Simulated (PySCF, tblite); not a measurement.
**C₅H₁₁BSi: geometry, infrared bands and NMR shifts**

Aim: predict the infrared bands and NMR shifts of C₅H₁₁BSi (`CB([SiH3])[C@H]1[C@@H]2C[C@@H]21`).

Programs: tblite 0.8.0 and PySCF 2.14.0, with density-fitted response routines of our own. Each step states its level of theory. These are calculated values for one molecule in the gas phase, unless marked as measured. Atoms count from 0, in the outputs and in this text.

### 1 The starting structure

18 atoms, charge 0, multiplicity 1; geometry from: force field or distance geometry start.

Bonds of the start (Å): C0–B1 1.58, B1–Si2 1.94, B1–C3 1.61, C3–C4 1.53, C4–C5 1.51, C5–C6 1.51, C6–C3 1.52, C6–C4 1.54, C0–H7 1.10, C0–H8 1.11, C0–H9 1.11, Si2–H10 1.48, Si2–H11 1.47, Si2–H12 1.47, C3–H13 1.10, C4–H14 1.11, C5–H15 1.12, C5–H16 1.11, C6–H17 1.12.

### 2 Optimising the geometry with GFN2-xTB

Job settings and geometry (Å):

```
{"job": {"kind": "relax", "xc": "GFN2-xTB", "basis": "xTB"}, "charge": 0, "multiplicity": 1}
C     -1.646500    -0.932500    -1.197200
B     -0.939800     0.131900    -0.262200
Si    -1.926100     0.938300     1.204300
C      0.564700     0.605900    -0.561200
C      1.549100     0.432900     0.599600
C      2.868400    -0.112600     0.101100
C      1.604600    -0.505000    -0.621000
H     -0.959300    -1.255700    -1.996000
H     -2.546700    -0.468200    -1.654700
H     -1.967800    -1.811100    -0.591400
H     -3.122100     1.620300     0.654000
H     -2.361500    -0.106900     2.145700
H     -1.087500     1.918200     1.906900
H      0.773300     1.464200    -1.217900
H      1.152500    -0.125200     1.467100
H      3.312300    -0.905200     0.754900
H      3.490900     0.632300    -0.443200
H      1.232500    -1.515200    -0.300200
```

Started as:

```bash
> OMP_NUM_THREADS=1 python probes_run.py task.json out
```

One launch serves the whole session: the jobs run in the order shown.

**Question.** This job is followed by: GFN2-xTB harmonic vibrations, gas phase; GIAO PBE0/pcSseg-1 NMR shielding, non-relativistic, gas phase. What will the session give for the following? strongest single infrared mode (GFN2-xTB); zero-point energy (GFN2-xTB); ¹³C shifts against TMS (PBE0/pcSseg-1, means over atoms taken as alike); ¹H shifts against TMS (PBE0/pcSseg-1, means over atoms taken as alike); ¹¹B shifts against BF3·OEt2 (PBE0/pcSseg-1); ²⁹Si shifts against TMS (PBE0/pcSseg-1).

**Answer**, as computed:

| quantity | value |
| --- | --- |
| strongest single infrared mode (GFN2-xTB) | 2190 cm⁻¹, 405 km/mol |
| zero-point energy (GFN2-xTB) | 86.8 kcal/mol |
| ¹³C shifts against TMS (PBE0/pcSseg-1, means over atoms taken as alike) | 57.2, 31.4, 24.2, 3.3 ppm |
| ¹H shifts against TMS (PBE0/pcSseg-1, means over atoms taken as alike) | 3.55, 1.72, 1.56, 1.33, 0.40, 0.38 ppm |
| ¹¹B shifts against BF3·OEt2 (PBE0/pcSseg-1) | 109.0 ppm |
| ²⁹Si shifts against TMS (PBE0/pcSseg-1) | -117.3 ppm |

What this shows: Relaxing lowered the energy by 1.214 eV in 57 steps; the close pair that moved most is C4–C6, from 1.540 to 1.486 Å. The lowest mode is imaginary (40i cm⁻¹), so the xTB geometry is not a minimum. The strongest single mode, at 2190 cm⁻¹, moves mainly H10. Unscaled tight-binding wavenumbers are off by several per cent, some by more. Its intensities can rank the bands wrongly. At PBE0/pcSseg-1: The largest span, 227 ppm, is at B1, where the paramagnetic term is -201 ppm.
